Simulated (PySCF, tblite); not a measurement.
# C3H3BBrF: geometry, infrared bands, NMR shifts and spin-spin couplings

Aim: predict the infrared bands, NMR shifts and spin-spin couplings of C3H3BBrF (`CC#CB(F)Br`).

The runs use tblite 0.8.0 and PySCF 2.14.0, with density-fitted response routines of our own; the level of theory stands in each step. All values are computed, except where a source is named. Atoms are numbered from 0 throughout.

### 1 Starting geometry

9 atoms, charge 0, multiplicity 1; geometry from: force field or distance geometry start.

Bonds of the start (Å): C0–C1 1.48, C1–C2 1.19, C2–B3 1.54, B3–F4 1.46, B3–Br5 1.99, C0–H6 1.10, C0–H7 1.11, C0–H8 1.11.

### 2 Optimising the geometry with GFN2-xTB

What the job is given:

```
{"job": {"kind": "relax", "xc": "GFN2-xTB", "basis": "xTB"}, "charge": 0, "multiplicity": 1}
C      1.927300     0.087800     0.156800
C      0.457900    -0.008800     0.049700
C     -0.727500    -0.102400    -0.018200
B     -2.263400    -0.199200    -0.133800
F     -2.979700    -1.142800     0.718900
Br    -3.273700     1.016100    -1.347600
H      2.373600    -0.904800    -0.011700
H      2.297900     0.803200    -0.606600
H      2.201100     0.457000     1.167400
```

Command:

```
$ OMP_NUM_THREADS=1 python probes_run.py task.json out
```

This one command runs all jobs of the session in turn.

**Question.** This job is followed by: GFN2-xTB harmonic vibrations, gas phase; GIAO PBE0/pcSseg-1 NMR shielding, non-relativistic, gas phase; B3LYP/pcJ-1 Br:pcSseg-1 indirect spin-spin coupling, non-relativistic, gas phase. Predict these results of the whole session: strongest single infrared mode (GFN2-xTB); zero-point energy (GFN2-xTB); 13C shifts against TMS (PBE0/pcSseg-1); 1H shifts against TMS (PBE0/pcSseg-1, means over atoms taken as alike); 11B shifts against BF3·OEt2 (PBE0/pcSseg-1); 19F shifts against CFCl3 (PBE0/pcSseg-1); 79Br shifts against HBr (PBE0/pcSseg-1); largest coupling of the table (B3LYP/pcSseg-1+pcJ-1).

The runs gave:

| quantity | value |
| --- | --- |
| strongest single infrared mode (GFN2-xTB) | 2314 cm⁻¹, 429 km/mol |
| zero-point energy (GFN2-xTB) | 33.3 kcal/mol |
| 13C shifts against TMS (PBE0/pcSseg-1) | 120.6, 87.0, 6.1 ppm |
| 1H shifts against TMS (PBE0/pcSseg-1, means over atoms taken as alike) | 2.24 ppm |
| 11B shifts against BF3·OEt2 (PBE0/pcSseg-1) | 33.8 ppm |
| 19F shifts against CFCl3 (PBE0/pcSseg-1) | -8.9 ppm |
| 79Br shifts against HBr (PBE0/pcSseg-1) | 370 ppm |
| largest coupling of the table (B3LYP/pcSseg-1+pcJ-1) | 1J(C,C) C1–C2, 181.8 Hz |

**Reading.** The optimisation took 26 steps and gained 0.511 eV; among the close pairs (by a distance rule), B3–F4 changed most, from 1.460 to 1.319 Å. The lowest mode is imaginary (32i cm⁻¹), so the xTB geometry is not a minimum. The strongest single mode, at 2314 cm⁻¹, moves mainly C1 and C2. GFN2-xTB is a fitted tight-binding method: band positions and strengths are rough. Its intensities can rank the bands wrongly. At PBE0/pcSseg-1: Shielding is most anisotropic at Br5 (span 1081 ppm, paramagnetic term -872 ppm). Of the pairs tabulated at B3LYP/pcSseg-1+pcJ-1, C1–C2 couples most strongly (181.8 Hz; Fermi contact 165.1 Hz). Spin-orbit coupling is left out, which matters for shieldings and couplings at and beside the heavy atoms.
